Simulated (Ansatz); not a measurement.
a series on the perovskite structure: ScSiRh3, ScGeRh3, ScSnRh3, a table of relaxed lattice constants and trends

With Ansatz 0.2.0, Python API.

Notebook, run cell by cell (the value of a cell's last expression is shown):

In [1]:
```python
import warnings

import ansatz as az
import numpy as np
```

In [2]:
```python
def perovskite(first, second, third, a):
    return (
        az.Lattice.cubic(a)
        .space_group(221)
        .atom(first, (0, 0, 0))
        .atom(second, (0.5, 0.5, 0.5))
        .atom(third, (0.5, 0.5, 0))
    )
```

In [3]:
```python
def compute(name, crystal, relax=True):
    calc = (
        crystal.calculation()
        .functional("PBE")
        .basis(500)
        .kpoints(spacing=0.3)
        .occupations("fermi_dirac", width=0.05)
        .stress()
        .band_table()
    )
    if relax:
        calc = calc.relax(force_tolerance=0.01, cell=True)
    return calc.run(threads=1, pin="off")
```

In [4]:
```python
def bulk_modulus(name, outcome, step=0.01):
    # B = -V dP/dV from the pressures of two uniformly scaled cells, atoms held at their fractions
    pressure = []
    for factor in (1 - step, 1.0, 1 + step):
        cell = az.Crystal(lattice=az.Lattice.of(outcome.lattice.cell_ang * factor ** (1 / 3)))
        for site in outcome.report["lattice"]["sites"]:
            cell = cell.atom(site["symbol"], site["position_frac"])
        pressure.append(np.trace(compute(name, cell, relax=False).report["stress_gpa"]) / 3)
    slope, bend = (pressure[0] - pressure[2]) / (2 * step), abs(pressure[0] + pressure[2] - 2 * pressure[1])
    # a jump of mesh or basis between the cells shows as a kink: no modulus then
    return float(slope) if bend < 12 * step**2 * abs(slope) + 0.15 and abs(pressure[1]) < 1.5 else float("nan")
```

In [5]:
```python
def relaxed_twice(name, crystal):
    # the second pass draws mesh and plane waves anew for the relaxed cell
    first = compute(name, crystal)
    again = az.Crystal(lattice=az.Lattice.of(first.lattice.cell_ang))
    for site in first.report["lattice"]["sites"]:
        again = again.atom(site["symbol"], site["position_frac"])
    return compute(name, again)
```

In [6]:
```python
def volume_per_atom(outcome):
    return abs(np.linalg.det(outcome.lattice.cell_ang)) / len(outcome.lattice.sites)

warnings.simplefilter("ignore", az.DeckWarning)
```

In [7]:
```python
phases = {}
phases["ScSiRh3"] = perovskite("Sc", "Si", "Rh", 4.35)
phases["ScGeRh3"] = perovskite("Sc", "Ge", "Rh", 4.42)
phases["ScSnRh3"] = perovskite("Sc", "Sn", "Rh", 4.57)
```

In [8]:
```python
done = {name: relaxed_twice(name, crystal) for name, crystal in phases.items()}
```

In [9]:
```python
rows = [(name, float(np.linalg.norm(o.lattice.cell_ang[0])), volume_per_atom(o), bulk_modulus(name, o)) for name, o in done.items()]
print("  compound       a (A)  V (A^3/atom)     B (GPa)")
for row in rows:
    print(f"{str(row[0]):>10}  {row[1]:10.3f}  {row[2]:12.3f}  {row[3]:10.0f}")
```
```text
  compound       a (A)  V (A^3/atom)     B (GPa)
   ScSiRh3       4.399        17.021         148
   ScGeRh3       4.513        18.379         135
   ScSnRh3       4.787        21.933         104
```

From smallest to largest: ScSiRh3 (17.02 Å³), ScGeRh3 (18.38 Å³) and ScSnRh3 (21.93 Å³). The largest is 29 % above the smallest.

What to keep in mind:
- No spin polarisation was allowed.
- For the metals among these phases the mesh is modest: differences between phases can be off by up to 40 meV an atom.
- The bulk modulus is taken at fixed shape and positions, an upper value where these are free.
- Pressure is positive in compression.
- The cells are built on a prototype by substitution; a member may or may not take this structure in nature.
- Timing: 97 s on 1 thread of Arm Neoverse V1, on a shared host, peak memory 0.53 GiB.

(Lines on the test bed's own set-up are left out of the output.)
